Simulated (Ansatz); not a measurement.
**Hg4Pt: properties at the relaxed cell**

One table from this session's results is given with a row withheld; the runs are named, their logs left out.

Program: Ansatz 0.2.0. Level of theory: DFT r2SCAN, scalar-relativistic, plane waves, PAW. These are calculated values, not measurements.

**The starting structure**

Symmetry: Im-3m, No. 229, cubic system. The conventional cell has a = 6.284 Å, b = 6.284 Å, c = 6.284 Å, α = 90.00°, β = 90.00°, γ = 90.00°. Hg (site symmetry -3m) is surrounded by 2 Pt at 2.72 Å. Pt (site symmetry m-3m) has 8 Hg at 2.72 Å in its first shell of neighbours.

Structure file:

```cif
data_structure
_symmetry_space_group_name_H-M 'P 1'
_symmetry_Int_Tables_number 1
_cell_length_a 5.4424
_cell_length_b 5.4424
_cell_length_c 5.4424
_cell_angle_alpha 109.471
_cell_angle_beta 109.471
_cell_angle_gamma 109.471
_cell_volume 124.10
loop_
_atom_site_label
_atom_site_type_symbol
_atom_site_fract_x
_atom_site_fract_y
_atom_site_fract_z
_atom_site_occupancy
Hg1 Hg 0.50000 0.50000 0.50000 1
Hg2 Hg 0.50000 0.00000 0.00000 1
Hg3 Hg 0.00000 0.00000 0.50000 1
Hg4 Hg 0.00000 0.50000 0.00000 1
Pt1 Pt 0.00000 0.00000 0.00000 1
```

It is the result of an earlier relaxation at this level (volume 24.82 Å³/atom; gap on the mesh: none (metal)).

Set-up of the first run:

File input.yaml:

```yaml
crystal:
  lattice:
    - [-3.1104420037, 3.1104420037, 3.1104420037]
    - [3.1104420037, -3.1104420037, 3.1104420037]
    - [3.1104420037, 3.1104420037, -3.1104420037]
  atoms:
    - { symbol: Hg, position: [0.5, 0.5, 0.5] }
    - { symbol: Hg, position: [0.5, 0.0, 0.0] }
    - { symbol: Hg, position: [0.0, 0.0, 0.5] }
    - { symbol: Hg, position: [0.0, 0.5, 0.0] }
    - { symbol: Pt, position: [0.0, 0.0, 0.0] }
basis:
  ecutwfc: 500
kpoints:
  mp_grid: { grid: [8, 8, 8] }
hamiltonian:
  xc: r2scan
scf:
  occupations: { method: gaussian, width: 0.1 }
output:
  forces: true
  stress: true
  eigenvalues: true
```

Command:

```sh
$ ansatz run input.yaml --threads 1 --pin off --max-ram 2560MiB --backend cpu --events-out ev --progress --plain --runs-dir out
```

Steps of the session up to this table: Volume × 0.97; The cell scaled to 1.03 of its volume; The cell scaled to 0.94 of its volume; Point at V/V0 = 1.06; Point at V/V0 = 0.91; The cell scaled to 1.10 of its volume; Point at V/V0 = 0.88.

One of the session's tables, all rows but one given; the rest of the session is left out.

It belongs to the step «Equation of state». 

```
volume (Å³/atom)  energy above the lowest point (meV/atom)  pressure (GPa)
          21.841                                     113.6           14.10
          22.585                                      59.2            9.45
          23.330                                      24.4            5.64
          24.074                                         ?               ?
          24.819                                       0.0            0.00
          25.564                                       5.0           -2.06
          26.308                                      18.5           -3.72
          27.301                                      47.1           -5.36
```

**Question.** Estimate the row for volume (Å³/atom) = 24.074.

Worked estimate for «energy above the lowest point (meV/atom)». A straight line through the neighbours (23.330, 24.4) and (24.819, 0.0) gives 24.4 + (0.0 − 24.4) × (24.074 − 23.330) / (24.819 − 23.330) = 12.2; a parabola fitted to 4 rows on both sides gives 5.6.

As computed: energy above the lowest point (meV/atom): 5.7; pressure (GPa): 2.53. In «energy above the lowest point (meV/atom)» the line misses by +6.5 and the parabola by -0.1.
